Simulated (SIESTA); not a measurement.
Slab: Mo2WSe2S4, a slab with vacuum.

```
CELL_PARAMETERS angstrom
3.23419 0.00000 0.00000
-1.61709 2.80089 0.00000
0.00000 0.00000 29.69324
ATOMIC_POSITIONS crystal
W 0.66667 0.33333 0.00000
Mo 0.33333 0.66667 0.23135
Mo 0.33333 0.66667 0.76865
Se 0.33333 0.66667 0.94221
Se 0.33333 0.66667 0.05779
S 0.66667 0.33333 0.28357
S 0.66667 0.33333 0.82088
S 0.66667 0.33333 0.17912
S 0.66667 0.33333 0.71643
```

* Program: SIESTA 5.4.2
* Task: single point
* Functional: PBEsol
* Potentials or basis: PseudoDojo 0.4 standard (PBEsol files)
* Basis: DZP (energy shift 0.003 Ry; two zetas on semicore shells)
* Grid cutoff: 800 Ry
* Energy shift: 0.003 Ry
* k mesh: 9 × 9 × 1
* Occupations: fermi-dirac, width 0.05 eV
* Spin: no spin polarisation

On this cell: largest force 0.421 eV/Å; band gap on the k mesh 0.66 eV, direct.

The same run follows on a disturbed copy (atoms moved at random, drawn with an rms of 0.05 Å):

```
W Mo Se S
1.0
     3.23419    0.00000    0.00000
    -1.61709    2.80089    0.00000
     0.00000    0.00000   29.69324
W Mo Se S
1 2 2 4
Cartesian
  1.6000 0.9402 -0.0147
  0.0107 1.8834 6.8707
  -0.0286 1.8925 22.8341
  -0.0047 1.8545 27.9991
  0.0256 1.8244 1.7073
  1.6298 0.9674 8.4500
  1.5931 0.8694 24.3917
  1.6339 0.9967 5.3184
  1.5979 0.9450 21.3000
```

What does the disturbed cell give?

The energy moves by +11.9 meV/atom; largest force 1.090 eV/Å; band gap on the k mesh 0.71 eV, direct.

Forces on the atoms (eV/Å):
```
W    0.537 -0.651  0.654
Mo   0.077  0.595  0.393
Mo   0.134 -1.010  0.267
Se  -0.133  0.209 -1.062
Se  -0.404  0.444  0.408
S   -0.018 -0.172 -0.525
S   -0.042  0.858  0.034
S   -0.060 -0.426  0.046
S   -0.093  0.152 -0.213
```

Stress tensor (GPa, compression positive):
```
-1.15 -0.10 -0.20
-0.10 -1.38  1.12
-0.20  1.12  0.46
```

Caveats: short orbitals over semicore shells can move pressures by several GPa; spin-orbit coupling is left out, which moves the levels of the heavy elements; the basis of atomic orbitals isn't converged, which shifts pressures, moduli and gaps.

A k mesh can miss the band edges.
